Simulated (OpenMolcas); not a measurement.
# Cr²⁺ among point charges: CASSCF and CASPT2 levels and susceptibility

Aim: the splitting of the states of Cr²⁺ in the field of 6 point charges, its lowest levels with spin-orbit coupling and its magnetic susceptibility.

Method: state-averaged CASSCF and CASPT2, spin-orbit coupling by RASSI with atomic mean-field integrals. Code: OpenMolcas 26.06.

## Step 1: What is computed

* Species: Cr²⁺ (chromium, Z = 24, 22 electrons)
* Basis: ANO-RCC-VDZP [5s4p2d1f], 34 functions
* Scalar Hamiltonian: DKH2, point nucleus
* Inactive shells: 1s 2s 2p 3s 3p
* Active space: 4 electrons in 5 orbitals (3d)
* Some configurations of this space: 3d⁴
* Orbitals: optimised for each spin and parity, averaged over all roots

The outer shells:

3d4
```
3d [↑ ][↑ ][↑ ][↑ ][  ]
```

The ion sits among 6 point charges of -2 e arranged as a tetragonal octahedron (D4h), 1.92 Å from the ion, with the axial distance 2.093 Å.

The work runs as a chain of OpenMolcas steps in one folder; each step below is one input file. Labels, J, g values, rates, χT and fits are worked out afterwards by a script from the matrices that RASSI stores. The input lists half of the charges; inversion (Group=XYZ) makes the rest.

## Step 2: Basis and integrals

The input, a.inp:

```
&GATEWAY
Coord
1

Cr 0.0 0.0 0.0
Basis=ANO-RCC-VDZP
Group=XYZ
NoMove
AngMom=0.0 0.0 0.0
AMFI
XField
3 Angstrom 0
1.920000 0.000000 0.000000 -2.000000
0.000000 1.920000 0.000000 -2.000000
0.000000 0.000000 2.092800 -2.000000
&SEWARD
```

Run with:

```bash
$ OMP_NUM_THREADS=1 MOLCAS_MEM=1689 MOLCAS_PROJECT=a pymolcas a.inp > a.log
```

## Step 3: CASSCF: quintets of even parity, 5 roots

The input, a.inp:

```
&RASSCF
FileOrb=start.orb
Symmetry=1
Spin=5
nActEl=4 0 0
Inactive=3 6
Ras2=5 0
CIRoot=5 5 1
SDav=5
CIMx=300
Iter=120 100
PrWF=0.3
OrbListing=Nothing
MaxOrb=0
>>> COPY $Project.JobIph JOB001
```

start.orb holds the contracted functions of the basis, ordered by shell, or the orbitals of the step before.

## Step 4: Reference wave functions, triplets of even parity, 45 roots

The input, a.inp:

```
&RASSCF
FileOrb=start.orb
Symmetry=1
Spin=3
nActEl=4 0 0
Inactive=3 6
Ras2=5 0
CIRoot=45 45 1
SDav=45
CIMx=300
Iter=120 100
PrWF=0.3
OrbListing=Nothing
MaxOrb=0
>>> COPY $Project.JobIph JOB002
```

## Step 5: Reference wave functions, singlets of even parity, 50 roots

The input, a.inp:

```
&RASSCF
FileOrb=start.orb
Symmetry=1
Spin=1
nActEl=4 0 0
Inactive=3 6
Ras2=5 0
CIRoot=50 50 1
SDav=50
CIMx=300
Iter=120 100
PrWF=0.3
OrbListing=Nothing
MaxOrb=0
>>> COPY $Project.JobIph JOB003
```

## Step 6: RASSI: spin-orbit coupling between the states

The input, a.inp:

```
&RASSI
NrOfJobIphs=3 5 45 50
1 2 3 4 5
1 2 3 4 5 6 7 8 9 10 11 12 13 14 15 16 17 18 19 20 21 22 23 24 25 26 27
28 29 30 31 32 33 34 35 36 37 38 39 40 41 42 43 44 45
1 2 3 4 5 6 7 8 9 10 11 12 13 14 15 16 17 18 19 20 21 22 23 24 25 26 27
28 29 30 31 32 33 34 35 36 37 38 39 40 41 42 43 44 45 46 47 48 49 50
IphNames
JOB001
JOB002
JOB003
EJob
SpinOrbit
DIPRint=1.0
SOCoupling=1000.0
Subsets=2
Property=9
'ANGMOM' 1 'ANGMOM' 2 'ANGMOM' 3 'MLTPL  1' 1 'MLTPL  1' 2 'MLTPL  1' 3
'AMFI' 1 'AMFI' 2 'AMFI' 3
SOProperty=3
'ANGMOM' 1 'ANGMOM' 2 'ANGMOM' 3
```

## Step 7: CASPT2: IPEA 0.25, imaginary shift 0.1 (closed shells correlated: 3s 3p)

The input, a.inp:

```
>>> COPY JOB001 $Project.JobIph
&CASPT2
Multistate=5 1 2 3 4 5
NoMult
Frozen=2 3
IPEA=0.25
Imaginary=0.1
MaxIter=60
WThr=0.0 0.3 0.05
PrWF=0.5
NoMix
>>> COPY JOB002 $Project.JobIph
&CASPT2
Multistate=45 1 2 3 4 5 6 7 8 9 10 11 12 13 14 15 16 17 18 19 20 21 22
23 24 25 26 27 28 29 30 31 32 33 34 35 36 37 38 39 40 41 42 43 44 45
NoMult
Frozen=2 3
IPEA=0.25
Imaginary=0.1
MaxIter=60
WThr=0.0 0.3 0.05
PrWF=0.5
NoMix
>>> COPY JOB003 $Project.JobIph
&CASPT2
Multistate=50 1 2 3 4 5 6 7 8 9 10 11 12 13 14 15 16 17 18 19 20 21 22
23 24 25 26 27 28 29 30 31 32 33 34 35 36 37 38 39 40 41 42 43 44 45 46
47 48 49 50
NoMult
Frozen=2 3
IPEA=0.25
Imaginary=0.1
MaxIter=60
WThr=0.0 0.3 0.05
PrWF=0.5
NoMix
```

(Steps that only read results are left out.)

Before running it: what results should come out? Wanted: spin-free ground state; first state of the same spin within the active space; lowest level; next level.

The runs gave:

| quantity | value |
| --- | --- |
| method | SS-CASPT2, IPEA 0.25, imaginary shift 0.1 (closed shells correlated: 3s 3p) |
| spin-free ground state | 5B1, 1-fold in its orbital part |
| first state of the same spin within the active space | 5A1 at 5600 cm⁻¹ |
| lowest level | 2-fold, g = 0.00, 0.00, 7.80 |
| next level | 7.7 cm⁻¹ |
| χT at 300 K | 2.96 cm³ K/mol |
| effective moment at 300 K | 4.87 μB |

Cost by method:

```
                                              method  time of its own steps  time with the reference
                                           A. CASSCF                   22 s                     22 s
B. SS-CASPT2, IPEA 0.25, imaginary shift 0.1, +3s 3p                  6.3 s                     28 s
```

Times are of one thread on a shared host.

In words: The spin-free ground state (5B1) comes to 100 % from free-ion D terms and keeps the highest spin of the shell. χT at 300 K is 2.96, against 3.01 cm³ K/mol for the spin alone; near agreement at one temperature doesn't show that the orbital moment is quenched. An active space of the d shell alone favours high spin; real ions in strong fields can be low spin. The field of point charges can differ much from that of real complexes. With metal d orbitals alone active, the gaps between spin states are rough; where two lie within a few thousand cm-1, their order is open. This is an electrostatic model: the charges have no orbitals.
